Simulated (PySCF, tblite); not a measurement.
# C7H7S2−: geometry, infrared bands and NMR shifts

What infrared bands and NMR shifts should C7H7S2− (`[S-]C1(c2cccs2)CC1`) show?

Computed with tblite 0.8.0 and PySCF 2.14.0, with density-fitted response routines of our own, on a single molecule in the gas phase. Atoms count from 0, in the outputs and in this text.

**1. The molecule as given**

16 atoms, charge -1, multiplicity 1; geometry from: force field or distance geometry start.

Bonds of the start (Å): S0–C1 1.78, C1–C2 1.51, C2–C3 1.35, C3–C4 1.34, C4–C5 1.38, C5–S6 1.90, C1–C7 1.52, C7–C8 1.54, C8–C1 1.49, S6–C2 1.93, C3–H9 1.12, C4–H10 1.10, C5–H11 1.10, C7–H12 1.09, C7–H13 1.10, C8–H14 1.12, C8–H15 1.09.

**2. Relaxing the molecule with GFN2-xTB**

Job settings and geometry (Å):

```
{"job": {"kind": "relax", "xc": "GFN2-xTB", "basis": "xTB"}, "charge": -1, "multiplicity": 1}
S     -1.457900     0.852500     2.152500
C     -1.109500     0.183600     0.542900
C      0.328400     0.149100     0.090100
C      1.396500    -0.137200     0.867600
C      2.593500    -0.115000     0.271500
C      2.569700     0.211000    -1.068100
S      0.823600     0.546900    -1.729400
C     -2.110800     0.548600    -0.536800
C     -2.048000    -0.869500     0.061700
H      1.265500    -0.393100     1.949600
H      3.542800    -0.334300     0.781200
H      3.464500     0.276500    -1.703800
H     -1.725000     0.638400    -1.555800
H     -2.965500     1.177700    -0.263500
H     -2.850400    -1.119000     0.799800
H     -1.725000    -1.607200    -0.670900
```

Command:

```sh
OMP_NUM_THREADS=1 python probes_run.py task.json out
```

The driver reads the jobs from task.json and runs them one after another.

**Question.** This job is followed by: GFN2-xTB harmonic vibrations, gas phase; GIAO PBE0/pcSseg-1 NMR shielding, non-relativistic, gas phase. What will the session give for the following? strongest single infrared mode (GFN2-xTB); zero-point energy (GFN2-xTB); ¹³C shifts against TMS (PBE0/pcSseg-1, means over atoms taken as alike); ¹H shifts against TMS (PBE0/pcSseg-1, means over atoms taken as alike); ³³S shifts against CS2 (PBE0/pcSseg-1).

As calculated:

| quantity | value |
| --- | --- |
| strongest single infrared mode (GFN2-xTB) | 1474 cm⁻¹, 185 km/mol |
| zero-point energy (GFN2-xTB) | 72.3 kcal/mol |
| ¹³C shifts against TMS (PBE0/pcSseg-1, means over atoms taken as alike) | 180.2, 135.3, 127.6, 121.6, 38.5, 32.0 ppm |
| ¹H shifts against TMS (PBE0/pcSseg-1, means over atoms taken as alike) | 8.34, 6.46, 6.25, 0.98, 0.78 ppm |
| ³³S shifts against CS2 (PBE0/pcSseg-1) | 190, -52 ppm |

What this shows: Over 93 steps the energy fell by 1.048 eV; of the close pairs, C2–S6 changed most, 1.927 to 1.757 Å. All 42 modes are real, so the xTB geometry is a minimum. The strongest single mode, at 1474 cm⁻¹, is spread over several atoms, C4, C5, C2, C3 among them. Unscaled tight-binding wavenumbers are off by several per cent, some by more. Its intensities can rank the bands wrongly. At PBE0/pcSseg-1: Shielding is most anisotropic at S0 (span 619 ppm, paramagnetic term -502 ppm). NICS(1)zz of -22 ppm above the planar ring from C2 marks a diatropic (aromatic) ring current. At PBE0/pcSseg-1 the HOMO lies above zero (+0.04 eV), as often for anions in the gas phase: self-interaction error lifts it, or the electron is held by the finite basis alone; counter-ions and solvent are missing.
